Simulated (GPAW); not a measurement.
**BiTe in GPAW: the effect of strain uniaxial z**

Crystal: BiTe.

```xyz
2
Lattice="0.0000 3.2350 3.1056 3.2350 0.0000 3.1056 3.2350 3.2350 0.0000" Properties=species:S:1:pos:R:3 pbc="T T T"
Bi    0.0000    0.0000    0.0000
Te    3.2350    3.2350    3.1056
```

Alike in all runs:

* Program: GPAW 26.7.0
* Task: single point
* Functional: PBEsol
* Potentials or basis: PAW data sets generated in the run's folder for this functional
* Cutoff: 600 eV
* Basis: pw
* k mesh: 7 × 7 × 7
* Occupations: fermi-dirac, width 0.05 eV
* Spin: no spin polarisation
* Maxiter: 150

```tsv
strain uniaxial z	pressure (GPa)
-0.04	?
-0.02	-0.8
-0.01	-1.3
0	-1.8
0.01	-2.2
0.02	-2.6
0.04	-3.4
```

Problem. What does the run with strain uniaxial z -0.04 give?

Solution. Pressure 0.3 GPa.

Worked out: A straight line through the other rows of the pressure, of slope -43 GPa per unit of strain uniaxial z, extrapolates to 0.0 GPa, against the run's 0.3.

Caveats: the density grid can change from cell to cell, which puts small steps into energies and stress.

Runs at the PBE level aren't shown here.
